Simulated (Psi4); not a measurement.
# A workflow on InH2S2F (SMILES [F][In]([SH])[SH]), part 1 of 3

Aim: a series of 10 runs (PBE-D4/def2-SVP, PBE0-D4/def2-TZVP, PBE-D4/def2-TZVPP, r2SCAN-D4/def2-TZVPP, B3LYP-D4/def2-TZVPP, PBE0-D4/def2-TZVPP, wB97M-V/def2-TZVPP, CCSD(T)/def2-TZVPP, and more) of InH2S2F. Input form: a Python script.

The calculation is run with Psi4 1.11.

## Step 1: The system as given

The species is InH2S2F (6 atoms), meant as a singlet with charge 0. SMILES: `[F][In]([SH])[SH]`. Geometry: a GFN2-xTB, rattled relaxation, a rough one for these elements and not checked as a minimum. This is one conformer, not always the lowest. The run starts from this shape.

Bond lengths: F1–In2 1.925 Å, In2–S3 2.446 Å, In2–S4 2.548 Å, S3–H5 1.297 Å, S4–H6 1.296 Å. Angles: F1–In2–S3 107.5°, F1–In2–S4 122.1°, S3–In2–S4 130.4°, In2–S3–H5 89.2°, In2–S4–H6 88.7°.

## Step 2: A structure relaxation at PBE-D4/def2-SVP (density fitting, core potential) (run 1)

File job.py:

```python
import psi4

psi4.set_memory(4400000000)
psi4.set_num_threads(2)
psi4.core.set_output_file('psi4.out', False)

molecule = psi4.geometry("""
0 1
F     -0.629675    -2.138110     0.474288
In    -0.307614    -0.295205     0.020141
S      2.115519     0.031947    -0.058196
S     -2.208899     1.359861    -0.352177
H      2.274761    -1.203966     0.299969
H     -1.325435     2.296545    -0.495260
symmetry c1
""")

psi4.set_options({
    'basis': 'def2-SVP',
    'scf_type': 'df',
    'geom_maxiter': 60,
    'max_force_g_convergence': 0.0005,
})

energy_value = psi4.optimize('pbe-d4')
print('E =', round(energy_value, 9))
molecule.save_xyz_file('final.xyz', False)
for k, v in sorted(psi4.core.scalar_variables().items()):
    print(f'{k:45s} {v:18.10f}')
```

Run with:

```bash
$ python job.py
```

psi4.out:

```text
gradient() will perform analytic gradient computation.

   => Loading Basis Set <=

    Name: DEF2-SVP
    Role: ORBITAL
    Keyword: BASIS

    !!!  WARNING: ECP capability is in beta. Please check occupations closely.  !!!

   => PBE-D4(BJ,EEQ)ATM: Empirical Dispersion <=

        a1 =       0.385750
        a2 =       4.806885
       alp =      16.000000
        s6 =       1.000000
        s8 =       0.959481
        s9 =       1.000000
        ga =       3.000000
        gc =       2.000000
        wf =       6.000000

         ---------------------------------------------------------
                                   SCF
                              RKS Reference
                        2 Threads,   4196 MiB Core
         ---------------------------------------------------------

  ==> Geometry <==

    Molecular point group: c1
    Full point group: C1

    Geometry (in Angstrom), charge = 0, multiplicity = 1:

       Center              X                  Y                   Z               Mass
    ------------   -----------------  -----------------  -----------------  -----------------
         F           -0.382816465498    -1.993306327211     0.484256375777    18.998403162730
         IN          -0.060755465498    -0.150401327211     0.030109375777   114.903878776000
         S            2.362377534502     0.176750672789    -0.048227624223    31.972071174400
         S           -1.962040465498     1.504664672789    -0.342208624223    31.972071174400
         H            2.521619534502    -1.059162327211     0.309937375777     1.007825032230
         H           -1.078576465498     2.441348672789    -0.485291624223     1.007825032230

  Running in c1 symmetry.

  Rotational constants: A =      0.12278  B =      0.04924  C =      0.03515 [cm^-1]
  Rotational constants: A =   3680.92324  B =   1476.24773  C =   1053.75327 [MHz]
  Nuclear repulsion =  292.630540167281481

  Charge       = 0
  Multiplicity = 1
  Electrons    = 64
  Nalpha       = 32
  Nbeta        = 32

  ==> Algorithm <==

  SCF Algorithm Type is DF.
  DIIS enabled.
  MOM disabled.
  Fractional occupation disabled.
  Guess Type is SAD.
  Energy threshold   = 1.00e-08
  Density threshold  = 1.00e-08
  Integral threshold = 1.00e-12

  ==> Primary Basis <==

  Basis Set: DEF2-SVP
    Blend: DEF2-SVP
    Number of shells: 38
    Number of basis functions: 86
    Number of Cartesian functions: 91
    Spherical Harmonics?: true
    Max angular momentum: 2

  Core potential: DEF2-SVP
    Number of shells: 4
    Number of ECP primitives: 18
    Number of ECP core electrons: 28
    Max angular momentum: 3

  ==> DFT Potential <==

   => LibXC <=

    Version 7.1.2

   => Composite Functional: PBE-D4BJEEQATM <=

    PBE GGA Exchange-Correlation Functional

    Deriv               =              1
    GGA                 =           TRUE
    Meta                =          FALSE

    Exchange Hybrid     =          FALSE
    MP2 Hybrid          =          FALSE

   => Exchange Functionals <=

    1.0000     XC_GGA_X_PBE

   => Correlation Functionals <=

    1.0000     XC_GGA_C_PBE

   => LibXC Density Thresholds  <==

    XC_GGA_C_PBE:  1.00E-12
    XC_GGA_X_PBE:  1.00E-15

   => Molecular Quadrature <=

    Radial Scheme          =       TREUTLER
    Pruning Scheme         =           NONE
    Nuclear Scheme         =       TREUTLER

    Blocking Scheme        =         OCTREE
    BS radius alpha        =              1
    Pruning alpha          =              1
    Radial Points          =             75
    Spherical Points       =            302
    Total Points           =         130069
    Total Blocks           =           1057
    Max Points             =            256
    Max Functions          =             80
    Weights Tolerance      =       1.00E-15

   => Loading Basis Set <=

    Name: (DEF2-SVP AUX)
    Role: JKFIT
    Keyword: DF_BASIS_SCF

  ==> Integral Setup <==

  DFHelper Memory: AOs need 0.034 GiB; user supplied 2.855 GiB.
  SCF_SUBTYPE=INCORE selected. In-core MEM_DF algorithm will be used.
  Using in-core AOs.

  ==> MemDFJK: Density-Fitted J/K Matrices <==

    J tasked:                   Yes
    K tasked:                    No
    wK tasked:                   No
    Memory [MiB]:              2923
    Algorithm:                 Core
    Schwarz Cutoff:           1E-12
    Mask sparsity (%):       8.1395
    Fitting Condition:        1E-10

   => Auxiliary Basis Set <=

  Basis Set: (DEF2-SVP AUX)
    Blend: DEF2-UNIVERSAL-JKFIT
    Number of shells: 159
    Number of basis functions: 587
    Number of Cartesian functions: 752
    Spherical Harmonics?: true
    Max angular momentum: 5

  Cached 100.0% of DFT collocation blocks in 0.218 [GiB].

  Minimum eigenvalue in the overlap matrix is 2.3625711775E-02.
  Reciprocal condition number of the overlap matrix is 6.0429188234E-03.
    Using symmetric orthogonalization.

  ==> Pre-Iterations <==

  SCF Guess: Superposition of Atomic Densities via on-the-fly atomic UHF (no occupation information).

   -------------------------
    Irrep   Nso     Nmo
   -------------------------
     A         86      86
   -------------------------
    Total      86      86
   -------------------------

  ==> Iterations <==

                           Total Energy        Delta E     RMS |[F,P]|

[... 1 line left out ...]
   @DF-RKS iter   1: -1086.69958495876767   -9.55793e-01   7.42359e-03 ADIIS/DIIS
[... 4 lines left out ...]
   @DF-RKS iter   6: -1086.88085566652512   -2.30134e-03   1.64677e-04 ADIIS/DIIS
[... 4 lines left out ...]
   @DF-RKS iter  11: -1086.88097227727349   -1.21918e-09   9.90935e-08 DIIS
[... 34 lines left out ...]
  @DF-RKS Final Energy: -1086.88097227731669
[... 7 lines left out ...]
    Empirical Dispersion Energy =          -0.0051804521096659
[... 18 lines left out ...]
 Dipole Z            :          2.5988792           -2.7055775           -0.1066983
[... 139 lines left out ...]
	  Convergence Criteria              o    5.00e-04 *             o             o             o~
[... 145 lines left out ...]
   @DF-RKS iter   1: -1086.88899471377999   -1.14235e-02   5.64955e-04 ADIIS/DIIS
[... 4 lines left out ...]
   @DF-RKS iter   6: -1086.89073031091925   -2.82929e-06   2.85729e-06 DIIS
[... 4 lines left out ...]
   @DF-RKS iter  11: -1086.89073034459216   -1.36424e-12   3.04085e-09 DIIS
[... 18 lines left out ...]
    One-Electron Energy =               -2165.4991685367140235
[... 4 lines left out ...]
    Total Energy =                      -1086.8907303445921571
[... 110 lines left out ...]
	                                 ==> Convergence Check <==
[... 118 lines left out ...]
                           Total Energy        Delta E     RMS |[F,P]|
[... 5 lines left out ...]
   @DF-RKS iter   4: -1086.89098636350059   -1.60804e-05   1.28908e-05 DIIS
[... 4 lines left out ...]
   @DF-RKS iter   9: -1086.89098726787188   -4.22915e-11   1.32550e-08 DIIS
[... 18 lines left out ...]
    Nuclear Repulsion Energy =            297.6442329524116985
[... 4 lines left out ...]
    VV10 Nonlocal Energy =                  0.0000000000000000
[... 61 lines left out ...]
    Weights Tolerance      =       1.00E-15
[... 131 lines left out ...]
    Weights Tolerance      =       1.00E-15
[... 35 lines left out ...]
   @DF-RKS iter   3: -1086.89109891325438   -3.95749e-05   2.20310e-05 DIIS
[... 4 lines left out ...]
   @DF-RKS iter   8: -1086.89110065670729   -9.45874e-11   3.09089e-08 DIIS
[... 18 lines left out ...]
    Nuclear Repulsion Energy =            297.3148946658012051
[... 4 lines left out ...]
    VV10 Nonlocal Energy =                  0.0000000000000000
[... 61 lines left out ...]
    Weights Tolerance      =       1.00E-15
[... 131 lines left out ...]
    Weights Tolerance      =       1.00E-15
[... 35 lines left out ...]
   @DF-RKS iter   3: -1086.89089379758275   -2.36348e-04   9.07562e-05 DIIS
[... 4 lines left out ...]
   @DF-RKS iter   8: -1086.89093609028828   -3.80442e-09   7.45705e-08 DIIS
[... 15 lines left out ...]
  @DF-RKS Final Energy: -1086.89093609032125
[... 7 lines left out ...]
    Empirical Dispersion Energy =          -0.0052767880815210
[... 18 lines left out ...]
 Dipole Z            :          5.6932905           -5.7250049           -0.0317144
[... 102 lines left out ...]
	  Convergence Criteria              o    5.00e-04 *             o             o             o
[... 96 lines left out ...]
   @DF-RKS iter   2: -1086.89096146377278    6.59482e-05   2.43931e-04 ADIIS/DIIS
[... 4 lines left out ...]
   @DF-RKS iter   7: -1086.89120691919902   -6.17047e-09   5.51837e-07 DIIS
[... 10 lines left out ...]
    Final Occupation by Irrep:
[... 12 lines left out ...]
    DFT Exchange-Correlation Energy =     -78.8611345062706448
[... 18 lines left out ...]
 Dipole Y            :        -12.7066193           13.3401309            0.6335117
[... 101 lines left out ...]
	   Step    Total Energy     Delta E     Max Force     RMS Force      Max Disp      RMS Disp
[... 97 lines left out ...]
   @DF-RKS iter   1: -1086.89124390232882   -1.34613e-04   4.56745e-05 DIIS
[... 4 lines left out ...]
   @DF-RKS iter   6: -1086.89125421286462   -1.33150e-08   3.51945e-07 DIIS
[... 29 lines left out ...]
    Final Occupation by Irrep:
[... 4 lines left out ...]

  @DF-RKS Final Energy: -1086.89125421339281

   => Energetics <=

    Nuclear Repulsion Energy =            296.9889392925813922
    One-Electron Energy =               -2167.8048989172243637
    Two-Electron Energy =                 862.7913076709546658
    DFT Exchange-Correlation Energy =     -78.8613239768451422
    Empirical Dispersion Energy =          -0.0052782828592494
    VV10 Nonlocal Energy =                  0.0000000000000000
    Total Energy =                      -1086.8912542133928127

Computation Completed

Properties will be evaluated at   0.000000,   0.000000,   0.000000 [a0]

Properties computed using the SCF density matrix

 Multipole Moments:

 ------------------------------------------------------------------------------------
     Multipole            Electronic (a.u.)      Nuclear  (a.u.)        Total (a.u.)
 ------------------------------------------------------------------------------------

 L = 1.  Multiply by 2.5417464519 to convert [e a0] to [Debye]
 Dipole X            :         -4.9903692            5.4237093            0.4333401
 Dipole Y            :        -12.3963152           13.0431042            0.6467891
 Dipole Z            :          2.7142608           -2.8619998           -0.1477390
 Magnitude           :                                                    0.7924308

 ------------------------------------------------------------------------------------

	total time  =          1 seconds =       0.02 minutes

         ------------------------------------------------------------
                                   SCF GRAD
         ------------------------------------------------------------

  ==> Geometry <==

    Molecular point group: c1
    Full point group: C1

    Geometry (in Angstrom), charge = 0, multiplicity = 1:

       Center              X                  Y                   Z               Mass
    ------------   -----------------  -----------------  -----------------  -----------------
         F           -0.539330557696    -2.012664727679     0.451507871020    18.998403162730
         IN          -0.049884491417    -0.142285985822     0.031002706263   114.903878776000
         S            2.324495192304     0.273702624519    -0.052156414817    31.972071174400
         S           -1.874056117299     1.389931375508    -0.317783113402    31.972071174400
         H            2.576246723653    -1.035892814857     0.240831019750     1.007825032230
         H           -1.011619222337     2.421850587815    -0.550931315481     1.007825032230

  Nuclear repulsion =  296.988939292581392

   => Molecular Quadrature <=

    Radial Scheme          =       TREUTLER
    Pruning Scheme         =           NONE
    Nuclear Scheme         =       TREUTLER

    Blocking Scheme        =         OCTREE
    BS radius alpha        =              1
    Pruning alpha          =              1
    Radial Points          =             75
    Spherical Points       =            302
    Total Points           =         130022
    Total Blocks           =           1068
    Max Points             =            256
    Max Functions          =             80
    Weights Tolerance      =       1.00E-15

  -Total Gradient:
     Atom            X                  Y                   Z
    ------   -----------------  -----------------  -----------------
       1        0.000050237635    -0.000027419590     0.000025090399
       2       -0.000089165031    -0.000059270655    -0.000051976193
       3       -0.000022028122    -0.000016602537     0.000031540531
       4        0.000251922122    -0.000051080667     0.000035790607
       5        0.000056676756    -0.000111019731     0.000019138131
       6       -0.000042942347     0.000095297284    -0.000029425801

	total time  =          1 seconds =       0.02 minutes

    			-----------------------------------------

    			 OPTKING 3.0: for geometry optimizations

    			        with contributions from

    			-----------------------------------------

	                            ===> Fragment 1 <==

	 Z (Atomic Numbers)          Masses                          Geom
	       9.000000            18.998403         -1.01918705 -3.80338512  0.85322622
	      49.000000            114.903879        -0.09426803 -0.26888154  0.05858662
	      16.000000            31.972071          4.39265929  0.51722300 -0.09856134
	      16.000000            31.972071         -3.54145281  2.62658963 -0.60052305
	       1.000000             1.007825          4.86840074 -1.95755372  0.45510467
	       1.000000             1.007825         -1.91168327  4.57663433 -1.04110930

	 - Coordinate -           - BOHR/RAD -       - ANG/DEG -
	 R(1,2)           =         3.738936           1.978560
	 R(2,3)           =         4.557979           2.411979
	 R(2,4)           =         4.549864           2.407684
[... 10 lines of this table left out ...]
	 D(4,2,3,5)       =         3.141498         179.994552

	        --- Internal Coordinate Step in ANG or DEG, aJ/ANG or AJ/DEG ---
	-------------------------------------------------------------------------------
	           Coordinate      Previous         Force          Change          New
	           ----------      --------        ------          ------        ------
	               R(1,2)       1.97856       -0.00001       -0.00001       1.97855
	               R(2,3)       2.41198        0.00021        0.00010       2.41208
	               R(2,4)       2.40768        0.00030        0.00025       2.40793
[... 10 lines of this table left out ...]
	           D(4,2,3,5)     179.99455        0.00000        0.06715     180.06170
	-------------------------------------------------------------------------------

	                                 ==> Convergence Check <==

	Measures of convergence in internal coordinates in au.

	Criteria marked as inactive (o), active & met (*), and active & unmet ( ).

	----------------------------------------------------------------------------------------------
	   Step    Total Energy     Delta E     Max Force     RMS Force      Max Disp      RMS Disp
	----------------------------------------------------------------------------------------------
	  Convergence Criteria              o    5.00e-04 *             o             o             o
	----------------------------------------------------------------------------------------------
	     7   -1086.89125421   -4.73e-05 o    3.93e-04 *    1.15e-04 o    7.62e-03 o    2.53e-03 o  ~
	----------------------------------------------------------------------------------------------

Next Geometry in Ang
	Fragment 1 (Ang)

	    F  -0.5404705275  -2.0119752506   0.4521753955
	   In  -0.0498489202  -0.1419315145   0.0316191547
	    S   2.3245485851   0.2740106216  -0.0541758201
	    S  -1.8746538817   1.3890286627  -0.3210741143
	    H   2.5761369813  -1.0349526856   0.2412961441
	    H  -1.0098607097   2.4204612259  -0.5473700066

    Final optimized geometry and variables:
    Molecular point group: c1
    Full point group: C1

    Geometry (in Angstrom), charge = 0, multiplicity = 1:

    F           -0.539330557696    -2.012664727679     0.451507871020
    IN          -0.049884491417    -0.142285985822     0.031002706263
    S            2.324495192304     0.273702624519    -0.052156414817
    S           -1.874056117299     1.389931375508    -0.317783113402
    H            2.576246723653    -1.035892814857     0.240831019750
    H           -1.011619222337     2.421850587815    -0.550931315481

[set-up sections that repeat, and orbital energies of the middle runs, are left out above]
```

Standard output:

```text
Some dependencies such as QCElemental have not yet finished migration to pydantic v2. If issues are encountered please downgrade pydantic or upgrade QCElemental as appropriate
	Previous geometry is closer to target in internal coordinates, so using that one.

	Best geometry has RMS(Delta(q)) = 4.01e-05

	Previous geometry is closer to target in internal coordinates, so using that one.

	Best geometry has RMS(Delta(q)) = 7.09e-06

	Energy has increased in a minimization.
	Energy ratio indicates iffy step.
	Intrafrag trust radius decreased to   0.25.
Optimizer: Optimization complete!
E = -1086.891254213
CURRENT ENERGY                                  -1086.8912542134
CURRENT REFERENCE ENERGY                        -1086.8912542134
DD SOLVATION ENERGY                                 0.0000000000
DFT FUNCTIONAL TOTAL ENERGY                     -1086.8859759305
DFT TOTAL ENERGY                                -1086.8912542134
DFT VV10 ENERGY                                     0.0000000000
DFT XC ENERGY                                     -78.8613239768
DISPERSION CORRECTION ENERGY                       -0.0052782829
GRID ELECTRONS ALPHA                               31.9999931975
GRID ELECTRONS BETA                                31.9999931975
GRID ELECTRONS TOTAL                               63.9999863951
NUCLEAR REPULSION ENERGY                          296.9889392926
ONE-ELECTRON ENERGY                             -2167.8048989172
OPTIMIZATION ITERATIONS                             7.0000000000
PBE-D4(BJ,EEQ)ATM DISPERSION CORRECTION ENERGY      -0.0052782829
PCM POLARIZATION ENERGY                             0.0000000000
PE ENERGY                                           0.0000000000
SCF ITERATION ENERGY                            -1086.8912542134
SCF ITERATIONS                                      9.0000000000
SCF TOTAL ENERGY                                -1086.8912542134
TWO-ELECTRON ENERGY                               862.7913076710
XC GRID RADIAL POINTS                              75.0000000000
XC GRID SPHERICAL POINTS                          302.0000000000
XC GRID TOTAL POINTS                           130022.0000000000
```

Run time: 18 s. Hardware: 2 threads of Intel Xeon 6975P-C (Granite Rapids), shared host; peak memory 0.6 GiB.

Steps, from the record of the run:

```
step  energy from the first frame kept (eV)  largest force (eV/Å)
   0                                 0.0000                2.3845
   1                                -0.2655                0.2790
   2                                -0.2725                0.1847
   3                                -0.2756                0.0990
   4                                -0.2711                0.2005
   5                                -0.2785                0.0637
   6                                -0.2798                0.0133
```

After the run. Bond lengths: F1–In2 1.979 Å, In2–S3 2.412 Å, In2–S4 2.408 Å, S3–H5 1.365 Å, S4–H6 1.365 Å. Angles: F1–In2–S3 114.4°, F1–In2–S4 116.4°, S3–In2–S4 129.1°, In2–S3–H5 90.5°, In2–S4–H6 91.6°.

(Continued in part 2 of 3.)
